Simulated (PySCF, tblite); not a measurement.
**C4H7BFO2 radical: geometry, infrared bands and EPR parameters**

Aim: predict the infrared bands and EPR parameters of C4H7BFO2 radical (`CC[C@@H]1O[B]O[C@@H]1F`).

Computed with tblite 0.8.0 and PySCF 2.14.0, with density-fitted response routines of our own, on a single molecule in the gas phase. Atoms count from 0, in the outputs and in this text.

## Step 1: The starting structure

15 atoms, charge 0, multiplicity 2; geometry from: force field or distance geometry start.

Bonds of the start (Å): C0–C1 1.51, C1–C2 1.49, C2–O3 1.39, O3–B4 1.49, B4–O5 1.46, O5–C6 1.40, C6–F7 1.40, C6–C2 1.52, C0–H8 1.12, C0–H9 1.09, C0–H10 1.10, C1–H11 1.12, C1–H12 1.14, C2–H13 1.11, C6–H14 1.11.

## Step 2: Optimising the geometry with GFN2-xTB

Job settings and geometry (Å):

```
{"job": {"kind": "relax", "xc": "GFN2-xTB", "basis": "xTB"}, "charge": 0, "multiplicity": 2}
C      2.000300     0.242000     0.094800
C      0.642300    -0.386100     0.326800
C     -0.392200     0.083100    -0.643900
O     -0.553100     1.464900    -0.544500
B     -1.613100     1.611000     0.487000
O     -2.060600     0.299500     0.934000
C     -1.718600    -0.483200    -0.176900
F     -1.587200    -1.830800     0.187400
H      2.710700    -0.209100     0.827900
H      2.358800     0.018600    -0.908000
H      1.934000     1.315500     0.322000
H      0.655600    -1.501400     0.338000
H      0.303000    -0.042000     1.357700
H     -0.158200    -0.208500    -1.691300
H     -2.526200    -0.365600    -0.933000
```

On the command line:

```console
$ OMP_NUM_THREADS=1 python probes_run.py task.json out
```

One launch serves the whole session: the jobs run in the order shown.

**Question.** This job is followed by: GFN2-xTB harmonic vibrations, gas phase; UKS B3LYP, pcH-1 on B C F H O, non-relativistic, mean-field spin-orbit, GIAO. What will the session give for the following? strongest single infrared mode (GFN2-xTB); zero-point energy (GFN2-xTB); g(iso) (B3LYP); ⟨S²⟩; largest a(iso) (averaged by class); surface potential, 1st and 99th percentile.

The runs gave:

| quantity | value |
| --- | --- |
| strongest single infrared mode (GFN2-xTB) | 1042 cm⁻¹, 143 km/mol |
| zero-point energy (GFN2-xTB) | 71.2 kcal/mol |
| g(iso) (B3LYP) | 2.00171 |
| ⟨S²⟩ | 0.752 (exact 0.75) |
| largest a(iso) (averaged by class) | 11B on B4, 796.2 MHz |
| surface potential, 1st and 99th percentile | -1.13 V and 1.40 V |

**Reading.** The optimisation took 68 steps and gained 0.965 eV; among the close pairs (by a distance rule), O3–B4 changed most, from 1.486 to 1.343 Å. No mode is imaginary among the 39: a minimum at this level. The strongest single mode, at 1042 cm⁻¹, is spread over several atoms, B4, H14, C6, O5 among them. Unscaled tight-binding wavenumbers are off by several per cent, some by more. Its intensities can rank the bands wrongly. B4 carries the largest spin population, 0.96 e. The isotropic g lies 0.6 ppt below the free-electron value.
